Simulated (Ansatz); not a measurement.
# CH6OS2Si2: the cost of one run

All numbers below are computed with Ansatz 0.2.0 (RKS PBE0/6-31G*).

## (1) The structure to begin with

Bond lengths: Si1–C2 1.861 Å, C2–O3 1.439 Å, C2–Si4 1.781 Å, O3–Si4 1.643 Å, Si4–S5 2.177 Å, Si4–S6 2.079 Å, Si1–H7 1.498 Å, Si1–H8 1.429 Å, Si1–H9 1.531 Å, C2–H10 1.093 Å, S5–H11 1.300 Å, S6–H12 1.326 Å. Angles (14 of 21 angles, heavy atoms first): Si1–C2–O3 120.5°, Si1–C2–Si4 119.5°, O3–C2–Si4 60.2°, C2–O3–Si4 70.2°, C2–Si4–O3 49.5°, C2–Si4–S5 121.9°, C2–Si4–S6 122.4°, O3–Si4–S5 99.5°, O3–Si4–S6 107.9°, S5–Si4–S6 113.1°, Si1–C2–H10 112.5°, O3–C2–H10 120.1°, Si4–C2–H10 114.2°, C2–Si1–H7 109.4°.

Structure file:

```xyz
12

Si    0.0321   -1.9084    0.8477
C     0.8419   -0.3868    0.1460
O     0.4171    0.1472   -1.1214
Si   -0.0652    1.1449    0.0915
S    -2.2021    1.2038   -0.3177
S     0.8678    2.9826   -0.1825
H    -1.2905   -2.1217    0.1783
H     0.8753   -3.0509    0.6830
H    -0.2533   -1.6374    2.3272
H     1.8822   -0.2808    0.4652
H    -2.1104    1.0259   -1.6018
H     1.0821    2.8263   -1.4814
```

## (2) End point A

input.yaml reads:

```yaml
crystal:
  periodic: [false, false, false]
  atoms:
    - { symbol: Si, position_ang: [0.0321, -1.9084, 0.8477] }
    - { symbol: C, position_ang: [0.8419, -0.3868, 0.146] }
    - { symbol: O, position_ang: [0.4171, 0.1472, -1.1214] }
    - { symbol: Si, position_ang: [-0.0652, 1.1449, 0.0915] }
    - { symbol: S, position_ang: [-2.2021, 1.2038, -0.3177] }
    - { symbol: S, position_ang: [0.8678, 2.9826, -0.1825] }
    - { symbol: H, position_ang: [-1.2905, -2.1217, 0.1783] }
    - { symbol: H, position_ang: [0.8753, -3.0509, 0.683] }
    - { symbol: H, position_ang: [-0.2533, -1.6374, 2.3272] }
    - { symbol: H, position_ang: [1.8822, -0.2808, 0.4652] }
    - { symbol: H, position_ang: [-2.1104, 1.0259, -1.6018] }
    - { symbol: H, position_ang: [1.0821, 2.8263, -1.4814] }
basis:
  gaussian: { orbitals: "6-31G*" }
hamiltonian:
  xc: pbe0
relax:
  f_tol: 0.02
  max_steps: 50
```

Command:

```console
$ ansatz run input.yaml --threads 2 --pin off --max-ram 3072MiB --backend cpu --events-out ev --progress --plain --runs-dir out
```

What time and memory should one allow on 2 threads of AMD EPYC 9R45 (Zen 5), shared host?

About 31 s, with a peak of 0.33 GiB.
